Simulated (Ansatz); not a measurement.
Runs of Ansatz 0.2.0 on Hf2Pd2Se2Br2O3. The structure is monoclinic, space group Cm (No. 8). The conventional cell has a = 15.354 Å, b = 3.419 Å, c = 13.208 Å, α = 90.00°, β = 107.63°, γ = 90.00°. Around Hf (site symmetry m) lie 3 O at 1.97 to 2.13 Å. Hf (site symmetry m) is surrounded by 3 O at 1.87 to 2.09 Å. Pd (site symmetry m) is surrounded by 2 O at 2.23 Å and 2 Se at 2.41 Å. Pd (site symmetry m) is surrounded by 4 Se at 2.42 to 2.60 Å. Around Se (site symmetry m) lie 2 Pd at 2.42 Å and 1 Hf at 2.76 Å. Se (site symmetry m) is surrounded by 4 Pd at 2.41 to 2.60 Å. Around Br (site symmetry m) lie 3 Hf at 2.82 to 3.06 Å and 3 O at 3.21 to 3.22 Å. Br (site symmetry m) has 2 Hf at 2.73 Å as nearest neighbours. The cell was built by a generator and needn't be a form met in nature.

```csv
task,level,cell,k mesh,cutoff (eV),points for each segment of the path,gap on the mesh (eV),pressure (GPa),relaxed volume (Å³/atom),largest force (eV/Å)
band structure,r2SCAN,as given,8 × 8 × 2,500,10,(a),-1.5,-,0.52
relaxation of cell and atoms,BLYP,relaxed,6 × 6 × 2,420,-,(d),0.0,36.01,-
band structure,PBEsol,as given,8 × 8 × 2,420,10,(b),(c),-,0.35
relaxation of cell and atoms,r2SCAN,relaxed,6 × 6 × 2,500,-,0.85,0.0,25.14,0.01
band structure,BLYP,as given,8 × 8 × 2,420,10,0.85,2.6,-,0.33
```

Alike in all rows: potentials or basis Ansatz PAW; no spin polarisation; smearing fermi-dirac 0.05 eV.

Estimate the missing entries.

(a) 0.99; (b) 0.81; (c) -2.5; (d) 0.76.

Caveats: spin-orbit coupling is left out, which moves the levels of the heavy elements; the PAW data sets come from PBE, with cores solved anew for the run's functional, which leaves a small shift of forces and pressure; the k mesh misses the band edges, so the gap on the mesh is wider than the one along the path (some runs); the volume moved by over 15 % at a fixed basis, so the end points are rough (some runs); the plane-wave basis is chosen anew once the cell has moved, so the energies of steps on either side of that aren't comparable (some runs).

A k mesh can miss the band edges, and the runs leave out spin-orbit coupling on Br, Hf, Pd, Se.

Runs at the PBE level aren't shown here.
